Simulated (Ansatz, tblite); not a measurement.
# MoN(NH2)3 (MoN₄H₆): charged states by level of theory

The task here is to estimate one member of a computed series from the others.

Computed with Ansatz 0.2.0, Gaussian basis. Level: as each input shows.

The runs, in order: charge +1 doublet, at the geometry of the singlet (PBE0-D4/def2-TZVP, PBE-D4/def2-TZVP, r2SCAN-D4/def2-TZVP, B2PLYP/def2-TZVP, ωB97X-V/def2-TZVP, B3LYP-D4/def2-TZVP, LDA/def2-TZVP, BLYP-D4/def2-TZVP); charge -1 doublet, at the geometry of the singlet (PBE0-D4/def2-TZVPD, PBE-D4/def2-TZVPD, r2SCAN-D4/def2-TZVPD); the starting singlet's energies come from earlier runs.

4 further runs of the same task are left out: 1 for a known fault of the program, 3 set aside as unsound or not needed.

## The relaxed structure

The geometry is that of the singlet, from an earlier relaxation (PBE-D4/def2-SVP).

11 atoms, charge 0, spin multiplicity 1.

Atoms are counted from 1 here; the program's logs count them from 0.

Bond lengths: Mo1–N2 1.649 Å, Mo1–N3 1.959 Å, Mo1–N6 1.959 Å, Mo1–N9 1.959 Å, N3–H4 1.024 Å, N3–H5 1.026 Å, N6–H7 1.026 Å, N6–H8 1.024 Å, N9–H10 1.026 Å, N9–H11 1.024 Å. Angles: N2–Mo1–N3 104.7°, N2–Mo1–N6 104.7°, N2–Mo1–N9 104.7°, N3–Mo1–N6 113.8°, N3–Mo1–N9 113.8°, N6–Mo1–N9 113.8°, Mo1–N3–H4 125.3°, Mo1–N3–H5 124.8°, H4–N3–H5 109.9°, Mo1–N6–H7 124.8°, Mo1–N6–H8 125.3°, H7–N6–H8 109.9°, Mo1–N9–H10 124.8°, Mo1–N9–H11 125.3°, H10–N9–H11 109.9°.

As a file:

```mol
H6MoN4
  3D, bonds by distance, orders not assigned

 11 10  0  0  0  0  0  0  0  0999 V2000
    0.0014    0.0028    0.3404 Mo  0  0
    0.0072    0.0179    1.9891 N   0  0
    1.8936   -0.0313   -0.1641 N   0  0
    2.6802   -0.0385    0.4907 H   0  0
    2.2424   -0.0443   -1.1286 H   0  0
   -0.9219    1.6537   -0.1677 N   0  0
   -1.0972    1.9535   -1.1329 H   0  0
   -1.3005    2.3447    0.4856 H   0  0
   -0.9733   -1.6269   -0.1392 N   0  0
   -1.1589   -1.9371   -1.0991 H   0  0
   -1.3729   -2.2945    0.5258 H   0  0
  1  2  8  0
  1  3  8  0
  1  6  8  0
  1  9  8  0
  3  4  8  0
  3  5  8  0
  6  7  8  0
  6  8  8  0
  9 10  8  0
  9 11  8  0
M  END
```

Formally the metal is d0. Mo takes a core potential in the def2 sets. No spin-orbit coupling is included.

Set-up of the first run:

in.yaml reads:

```yaml
crystal:
  periodic: [false, false, false]
  atoms:
    - {symbol: Mo, position_ang: [0.001393, 0.002794, 0.340370]}
    - {symbol: N, position_ang: [0.007202, 0.017850, 1.989140]}
    - {symbol: N, position_ang: [1.893564, -0.031334, -0.164069]}
    - {symbol: H, position_ang: [2.680176, -0.038490, 0.490732]}
    - {symbol: H, position_ang: [2.242356, -0.044267, -1.128607]}
    - {symbol: N, position_ang: [-0.921868, 1.653749, -0.167732]}
    - {symbol: H, position_ang: [-1.097150, 1.953498, -1.132906]}
    - {symbol: H, position_ang: [-1.300496, 2.344662, 0.485614]}
    - {symbol: N, position_ang: [-0.973331, -1.626898, -0.139185]}
    - {symbol: H, position_ang: [-1.158902, -1.937064, -1.099146]}
    - {symbol: H, position_ang: [-1.372943, -2.294500, 0.525788]}
basis:
  gaussian: {orbitals: def2-SVP}
total_charge: 1
magnetization: {spin_polarized: true, initial_magnetization: 1}
hamiltonian: {xc: pbe0, dispersion: d4}
output: {orbitals: {seedname: orbitals}}
```

The run is started by

```
ansatz run in.yaml --threads 2 --pin off --events-out ev --progress --plain --max-ram 4352MiB
```

Steps of the session up to this table: Charge +1 doublet at the fixed geometry, first pass, PBE0-D4/def2-SVP; Charge +1 doublet at the fixed geometry, PBE0-D4/def2-TZVP; Charge +1 doublet at the fixed geometry, PBE-D4/def2-TZVP; Charge +1 doublet at the fixed geometry, r2SCAN-D4/def2-TZVP; Charge +1 doublet at the fixed geometry, B2PLYP/def2-TZVP; Charge +1 doublet at the fixed geometry, ωB97X-V/def2-TZVP; Charge +1 doublet at the fixed geometry, B3LYP-D4/def2-TZVP; Charge +1 doublet at the fixed geometry, LDA/def2-TZVP; Charge +1 doublet at the fixed geometry, BLYP-D4/def2-TZVP.

One table of the session follows, with a row left open; its other results are not shown here.

It belongs to the step «Vertical ionisation energy». Beside −ε(HOMO) of the starting state:

| level | −ε(HOMO) (eV) | by difference (eV) | mismatch (eV) |
| --- | --- | --- | --- |
| LDA/def2-TZVP | 5.78 | 8.64 | -2.86 |
| PBE-D4/def2-TZVP | 5.58 | 8.40 | -2.82 |
| BLYP-D4/def2-TZVP | 5.46 | 8.31 | -2.85 |
| r2SCAN-D4/def2-TZVP | ? | ? | ? |
| B3LYP-D4/def2-TZVP | 6.64 | 8.67 | -2.03 |
| PBE0-D4/def2-TZVP | 6.86 | 8.65 | -1.78 |
| ωB97X-V/def2-TZVP | 9.16 | 8.95 | +0.22 |

Q: Estimate the row for r2SCAN-D4/def2-TZVP from the others.

**Answer.** −ε(HOMO) (eV): 5.86; by difference (eV): 8.47; mismatch (eV): -2.60. In the column «−ε(HOMO) (eV)» it lies between LDA/def2-TZVP (5.78) and B3LYP-D4/def2-TZVP (6.64).
